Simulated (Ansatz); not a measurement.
Task: a rigid torsion scan of C2H7BGeO, SMILES BO[C](=C)[GeH3], with Ansatz 0.2.0, Python API. Give the script and its output. Settings (for the species named): PBE0, def2-SVP basis, multiplicity 1.

```xyz
12

B    -1.0855    1.7880   -0.4893
O    -1.0399    0.8141    0.5846
C    -0.2032   -0.2837    0.5748
C    -0.1212   -1.0984    1.6273
Ge    1.0618   -0.6663   -0.8777
H    -1.9029    2.7389   -0.3973
H    -0.4345    1.7755   -1.4657
H    -0.8334   -0.9094    2.4492
H     0.4601   -1.9555    1.7170
H     2.0352    0.5369   -1.0035
H     0.2500   -0.8598   -2.1513
H     1.8905   -1.9354   -0.5342
```

`c2h7bgeo_torsion.py`:
```python
import ansatz as az
from ase import Atoms


def main() -> None:
    atoms = Atoms(["B", "O", "C", "C", "Ge", "H", "H", "H", "H", "H", "H", "H"], positions=[
        [-1.0855, 1.788, -0.4893],
        [-1.0399, 0.8141, 0.5846],
        [-0.2032, -0.2837, 0.5748],
        [-0.1212, -1.0984, 1.6273],
        [1.0618, -0.6663, -0.8777],
        [-1.9029, 2.7389, -0.3973],
        [-0.4345, 1.7755, -1.4657],
        [-0.8334, -0.9094, 2.4492],
        [0.4601, -1.9555, 1.717],
        [2.0352, 0.5369, -1.0035],
        [0.25, -0.8598, -2.1513],
        [1.8905, -1.9354, -0.5342],
    ])

    first = (
        az.Crystal.molecule_from_ase(atoms).calculation()
        .basis(gaussian="def2-SVP")
        .scf(lower_state_search="standard")
        .functional("pbe0")
        .relax(force_tolerance=0.02, max_steps=80)
    )
    atoms.positions = first.run(threads=1).report["positions_ang"]

    start = atoms.get_dihedral(2, 1, 0, 5)
    energies = {}
    for turn in range(0, 360, 40):
        turned = atoms.copy()
        turned.set_dihedral(2, 1, 0, 5, start + turn, indices=[0, 5, 6])
        calculation = (
            az.Crystal.molecule_from_ase(turned).calculation()
            .basis(gaussian="def2-SVP")
            .correlation("mp2")
            .scf(lower_state_search="standard")
        )
        energies[round((start + turn) % 360)] = calculation.run(threads=1).report["free_energy_ev"]
    floor = min(energies.values())
    print("dihedral C2-O1-B0-H5 (deg)   E - E(min) (kcal/mol)")
    for angle, e in sorted(energies.items()):
        print(f"{angle:8d} {23.060548 * (e - floor):14.3f}  " + "#" * int(30 * (e - floor) / max(max(energies.values()) - floor, 1e-9)))


if __name__ == "__main__":
    main()
```

```console
$ python c2h7bgeo_torsion.py
dihedral C2-O1-B0-H5 (deg)   E - E(min) (kcal/mol)
      20          2.047  ###
      60         11.945  ######################
     100         15.781  #############################
     140          6.036  ###########
     180          0.000
     220          6.113  ###########
     260         15.806  ##############################
     300         11.863  ######################
     340          1.992  ###
```

What to keep in mind:
- The settings weren't tested for convergence.
- The scan is rigid and the energies are electronic, in a modest basis. With rigid groups the curve can differ much from the relaxed path, the start wasn't checked as a minimum of this torsion, and equivalent turns needn't return to the same energy.
- The start is relaxed with a density functional and scanned with the wavefunction method, so it isn't exactly that method's minimum.
- Wall time of the script: 110 s on 1 thread of Arm Neoverse V1, on a shared host, peak memory 0.39 GiB.
